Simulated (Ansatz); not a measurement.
**C2H8SSi2: up Jacob's ladder to CCSD(T)**

How much do the methods differ for C2H8SSi2? The plan is to run it at one geometry with functionals of several rungs and with coupled cluster. The yardstick is the atomisation energy at the CCSD(T) limit.

The runs use Ansatz 0.2.0, Gaussian basis; functionals in def2-TZVPP, the program's frozen cores in correlated methods.

The runs, in order: PBE-D4, r2SCAN-D4, PBE0-D4, B3LYP-D4, ωB97X-V, ωB97M-V, B2PLYP; CCSD(T)/def2-TZVPP; MP2/def2-QZVPP; extrapolation to the limit.

**1. The relaxed structure**

The geometry comes from an earlier relaxation with PBE0-D4 in a triple-zeta def2 set; it is a stationary point, not always the lowest conformer.

SMILES `[SiH3][SiH]1CCS1`, 13 atoms, charge 0, spin multiplicity 1.

Atoms are counted from 1 here; the program's logs count them from 0.

Bond lengths: Si1–Si2 2.341 Å, Si1–H6 1.488 Å, Si1–H7 1.488 Å, Si1–H8 1.490 Å, Si2–C3 1.886 Å, Si2–S5 2.146 Å, Si2–H9 1.491 Å, C3–C4 1.540 Å, C3–H10 1.092 Å, C3–H11 1.091 Å, C4–S5 1.853 Å, C4–H12 1.090 Å, C4–H13 1.090 Å. Angles: Si2–Si1–H6 110.1°, Si2–Si1–H7 109.1°, Si2–Si1–H8 111.6°, H6–Si1–H7 108.8°, H6–Si1–H8 108.6°, H7–Si1–H8 108.5°, Si1–Si2–C3 115.9°, Si1–Si2–S5 112.8°, Si1–Si2–H9 110.3°, C3–Si2–S5 82.5°, C3–Si2–H9 117.3°, S5–Si2–H9 115.7°, Si2–C3–C4 93.2°, Si2–C3–H10 110.0°, Si2–C3–H11 119.3°, C4–C3–H10 110.8°, C4–C3–H11 114.2°, H10–C3–H11 108.5° and more.

**2. PBE-D4 (GGA)**

Contents of in.yaml:

```yaml
crystal:
  periodic: [false, false, false]
  atoms:
    - {symbol: Si, position_ang: [-2.170250, -0.514855, 0.461580]}
    - {symbol: Si, position_ang: [0.004072, 0.197920, 0.954258]}
    - {symbol: C, position_ang: [1.364263, -0.476606, -0.164004]}
    - {symbol: C, position_ang: [1.366623, 0.774898, -1.061751]}
    - {symbol: S, position_ang: [0.513450, 2.043744, -0.014898]}
    - {symbol: H, position_ang: [-3.161661, 0.431070, 1.041246]}
    - {symbol: H, position_ang: [-2.347428, -0.551503, -1.015708]}
    - {symbol: H, position_ang: [-2.438758, -1.876312, 1.005001]}
    - {symbol: H, position_ang: [0.243297, 0.151787, 2.425129]}
    - {symbol: H, position_ang: [2.300242, -0.556282, 0.392833]}
    - {symbol: H, position_ang: [1.199015, -1.411680, -0.700254]}
    - {symbol: H, position_ang: [0.786978, 0.623484, -1.972584]}
    - {symbol: H, position_ang: [2.360457, 1.129636, -1.336049]}
basis:
  gaussian: {orbitals: def2-TZVPP}
hamiltonian: {xc: pbe, dispersion: d4}
output: {forces: true, orbitals: {seedname: orbitals}}
```

The run is started by

```
$ ansatz run in.yaml --threads 4 --pin off --events-out ev --progress --plain --max-ram 10444MiB
```

The runs that follow: r2SCAN-D4 (meta-GGA); PBE0-D4 (hybrid); B3LYP-D4 (hybrid); ωB97X-V (range-separated); ωB97M-V (range-separated); B2PLYP (double hybrid); CCSD(T) in def2-TZVPP; MP2 in def2-QZVPP.

**Question.** What will the summary of the whole plan be? Wanted: atomisation energy, CCSD(T)/CBS; farthest; mean size of error, hybrid; mean size of error, range-separated; gap, smallest and largest; T1 diagnostic; triples share of the correlation energy.

As calculated:

| quantity | value |
| --- | --- |
| atomisation energy, CCSD(T)/CBS | 46.486 eV |
| functionals within 0.232 eV (0.5 %) | r2SCAN-D4, PBE0-D4, B3LYP-D4, ωB97M-V |
| farthest | B2PLYP (-0.746 eV) |
| mean size of error, hybrid | 0.120 eV |
| mean size of error, range-separated | 0.246 eV |
| gap, smallest and largest | 4.07 eV (PBE-D4), 10.34 eV (ωB97X-V) |
| T1 diagnostic | 0.0120 |
| triples share of the correlation energy | 4.2 % |

What this shows: PBE-D4 misses by +0.456 eV. Double hybrids carry the basis error of their MP2 part in triple zeta, and no dispersion term here, so their miss is partly the set-up's. Misses under about 0.232 eV are within the doubt on the reference itself, which lacks core-valence correlation, relativity and higher excitations. Hartree-Fock recovers 74 % of the binding; the rest is correlation. The gap grows from 4.1 to 10.3 eV across the functionals, mostly with the share of exact exchange.
